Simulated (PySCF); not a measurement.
# CH3BFN (SMILES [H]/N=C(\B)F): levels of theory compared

We compute a comparison of 3 runs (HF-D3(BJ)/6-311G(2df,2pd), CCSD/pcseg-0) of CH3BFN. The job is set up through a Python script.

Program for the calculation: PySCF 2.14.0.

### Step 1. The structure to begin with

CH3BFN has 7 atoms, charge 0, and is taken as a singlet. SMILES: `[H]/N=C(\B)F`. The coordinates come from a PBE0-D4/def2-TZVP relaxation.

Bond lengths: B1–C2 1.561 Å, C2–N3 1.256 Å, C2–F4 1.341 Å, B1–H5 1.191 Å, B1–H6 1.192 Å, N3–H7 1.018 Å. Angles: B1–C2–N3 126.3°, B1–C2–F4 116.4°, N3–C2–F4 117.0°, C2–B1–H5 119.8°, C2–B1–H6 118.6°, C2–N3–H7 110.2°, H5–B1–H6 121.5°.

### Step 2. A single-point energy at HF-D3(BJ)/6-311G(2df,2pd) (density fitting with cc-pvqz-jkfit, ddCOSMO water) (run 1)

input.py

```python
from pyscf import gto, scf, solvent

mol = gto.M(
    atom='''
B   -0.350500   0.865300  -0.251700
C    0.571400  -0.355700   0.056300
N    0.197700  -1.487600   0.452000
F    1.864300  -0.223700  -0.274300
H   -0.170600   1.508700  -1.237600
H   -1.272000   1.080800   0.473100
H   -0.779100  -1.455800   0.736500
''',
    symmetry=True,
    charge=0,
    verbose=4,
    basis='6-311g(2df,2pd)',
    max_memory=1860,
)

mf = scf.RHF(mol)
mf = mf.density_fit(auxbasis='cc-pvqz-jkfit')
mf = mf.ddCOSMO()
mf.with_solvent.eps = 78.3553  # water
mf.disp = 'd3bj'
mf.kernel()

energy = mf.e_tot
print(f'total energy: {energy:.8f} hartree')
```

Run with:

```sh
$ OMP_NUM_THREADS=1 python input.py
```

The log of the run:

```text
PySCF version 2.14.0

[... 62 lines left out ...]
Solvent Energy = -8.73825226160539e-05
[... 9 lines left out ...]
Solvent Energy = -0.00681926101390265
[... 7 lines left out ...]
Solvent Energy = -0.00904736193390288
[... 7 lines left out ...]
Solvent Energy = -0.00906102098509527
[... 7 lines left out ...]
Solvent Energy = -0.00904280681086864
[... 7 lines left out ...]
Solvent Energy = -0.00903592178147175
[... 7 lines left out ...]
Solvent Energy = -0.00903612905113138
[... 5 lines left out ...]
converged SCF energy = -218.257055943875
total energy: -218.25705594 hartree
```

It took 20 s on 1 thread of Arm Neoverse V2, shared host; peak memory 0.41 GiB.

### Step 3. A single-point energy at HF-D3(BJ)/6-311G(2df,2pd) (density fitting with def2-universal-jkfit, ddCOSMO water) (run 2)

calc.py

```python
# BC(=N)F
from pyscf import gto, scf, solvent

system = gto.M(
    atom='''
B   -0.350500   0.865300  -0.251700
C    0.571400  -0.355700   0.056300
N    0.197700  -1.487600   0.452000
F    1.864300  -0.223700  -0.274300
H   -0.170600   1.508700  -1.237600
H   -1.272000   1.080800   0.473100
H   -0.779100  -1.455800   0.736500
''',
    basis='6-311g(2df,2pd)',
    max_memory=1860,
    verbose=4,
    symmetry=True,
)

calc0 = scf.RHF(system)
calc0 = calc0.density_fit(auxbasis='def2-universal-jkfit')
calc0 = calc0.ddCOSMO()
calc0.with_solvent.eps = 78.3553  # water
calc0.DIIS = scf.EDIIS
calc0.disp = 'd3bj'
calc0.init_guess = 'huckel'
calc0.kernel()

e_final = calc0.e_tot
print(f'total energy: {e_final:.8f} hartree')
```

Run with:

```sh
$ OMP_NUM_THREADS=1 python calc.py
```

The log of the run:

```text
PySCF version 2.14.0

[... 166 lines left out ...]
Atomic HF for atom  H  converged. SCF energy = -0.499809815273282
[... 24 lines left out ...]
Solvent Energy = -0.00918110537170029
[... 17 lines left out ...]
Solvent Energy = -0.00918110535829669
[... 17 lines left out ...]
Solvent Energy = -0.00918110536875984
[... 18 lines left out ...]
Solvent Energy = -0.00903916379112497
[... 17 lines left out ...]
Solvent Energy = -0.00903868029666779
[... 17 lines left out ...]
Solvent Energy = -0.00903849819909862
[... 17 lines left out ...]
converged SCF energy = -218.25699442667
total energy: -218.25699443 hartree
```

It took 2.1 min on 1 thread of Arm Neoverse V2, shared host; peak memory 0.39 GiB.

### Step 4. Energy and gradient at CCSD/pcseg-0 (run 3)

calc.py

```python
# BC(=N)F
from pyscf import gto, cc

system = gto.M(
    atom=[
    ('B', (-0.350500, 0.865300, -0.251700)),
    ('C', (0.571400, -0.355700, 0.056300)),
    ('N', (0.197700, -1.487600, 0.452000)),
    ('F', (1.864300, -0.223700, -0.274300)),
    ('H', (-0.170600, 1.508700, -1.237600)),
    ('H', (-1.272000, 1.080800, 0.473100)),
    ('H', (-0.779100, -1.455800, 0.736500)),
],
    spin=0,
    verbose=3,
    max_memory=1860,
    basis='pcseg-0',
    charge=0,
)

hf = system.RHF()
hf.kernel()

mycc = cc.CCSD(hf, frozen=4)
mycc.kernel()
e_final = mycc.e_tot
print('E(%s) = %.9f' % ('CCSD', e_final))
grad = mycc.nuc_grad_method().kernel()
dip = hf.dip_moment()
pop, q = hf.mulliken_pop()
```

Run with:

```sh
$ OMP_NUM_THREADS=1 python calc.py
```

The log of the run:

```text
converged SCF energy = -217.490535570287
E(CCSD) = -217.8843467099638  E_corr = -0.3938111396767506
E(CCSD) = -217.884346710
--------------- CCSD gradients ---------------
         x                y                z
0 B     0.0019539388    -0.0088468830     0.0015153021
1 C     0.0281712043    -0.0172968417     0.0000196901
2 N     0.0059933828     0.0306572497    -0.0118845604
3 F    -0.0572883159    -0.0099960737     0.0161039371
4 H    -0.0005906817    -0.0028115195     0.0034976732
5 H     0.0048467019    -0.0012860312    -0.0025032051
6 H     0.0169137698     0.0095800993    -0.0067488370
----------------------------------------------
Dipole moment(X, Y, Z, Debye): -3.21530,  2.06251,  0.21432
 ** Mulliken pop  **
pop of  0 B 1s            1.98666
pop of  0 B 2s            0.78703
pop of  0 B 3s            0.11763
pop of  0 B 2px           0.35152
pop of  0 B 2py           0.31181
pop of  0 B 2pz           0.39046
pop of  0 B 3px           0.20337
pop of  0 B 3py           0.10014
pop of  0 B 3pz           0.36372
pop of  1 C 1s            1.98533
pop of  1 C 2s            0.83800
pop of  1 C 3s            0.31314
pop of  1 C 2px           0.40830
pop of  1 C 2py           0.60556
pop of  1 C 2pz           0.37527
pop of  1 C 3px           0.23388
pop of  1 C 3py           0.42294
pop of  1 C 3pz           0.48972
pop of  2 N 1s            1.98626
pop of  2 N 2s            0.92971
pop of  2 N 3s            0.87714
pop of  2 N 2px           0.54968
pop of  2 N 2py           0.64587
pop of  2 N 2pz           0.43129
pop of  2 N 3px           0.72897
pop of  2 N 3py           0.78152
pop of  2 N 3pz           0.69747
pop of  3 F 1s            1.98663
pop of  3 F 2s            1.02285
pop of  3 F 3s            0.98931
pop of  3 F 2px           0.67282
pop of  3 F 2py           0.88109
pop of  3 F 2pz           0.85309
pop of  3 F 3px           0.93486
pop of  3 F 3py           1.05372
pop of  3 F 3pz           1.05225
pop of  4 H 1s            0.59863
pop of  4 H 2s            0.38168
pop of  5 H 1s            0.60161
pop of  5 H 2s            0.39775
pop of  6 H 1s            0.56879
pop of  6 H 2s            0.09253
 ** Mulliken atomic charges  **
charge of    0B =      0.38767
charge of    1C =      0.32786
charge of    2N =     -0.62791
charge of    3F =     -0.44663
charge of    4H =      0.01969
charge of    5H =      0.00063
charge of    6H =      0.33868
```

It took 2.8 s on 1 thread of Arm Neoverse V2, shared host; peak memory 0.16 GiB.

### Step 5. All runs side by side

```
run                                                                                 level  integral approximation  starting guess  energy (Eh)  dipole moment (D) of the reference  HOMO energy (eV)  LUMO energy (eV)  wall time
  1         HF-D3(BJ)/6-311G(2df,2pd) (density fitting with cc-pvqz-jkfit, ddCOSMO water)           cc-pvqz-jkfit           minao  -218.257056                                3.53            -12.23              1.37       20 s
  2  HF-D3(BJ)/6-311G(2df,2pd) (density fitting with def2-universal-jkfit, ddCOSMO water)    def2-universal-jkfit          huckel  -218.256994                                3.53            -12.23              1.37    2.1 min
  3                                                                          CCSD/pcseg-0                    none           minao  -217.884347                                3.83            -12.29              0.64      2.8 s
```

### Step 6. Results

| quantity | value |
| --- | --- |
| run 3: total energy | -217.88435 Eh |
| run 3: dipole moment (Hartree–Fock density) | 3.83 D |
| run 3: HOMO energy (Hartree–Fock orbitals) | -12.29 eV |
| run 3: LUMO energy (Hartree–Fock orbitals) | 0.64 eV |
| run 3: HOMO–LUMO gap (Hartree–Fock orbitals) | 12.94 eV |
| run 3: correlation energy (4 core orbitals frozen) | -393.8 mEh |
| run 3: T1 diagnostic | 0.015 |
| run 3: largest force on an atom | 3.103 eV/Å |

All runs together took 2.5 min, the longest 2.1 min.
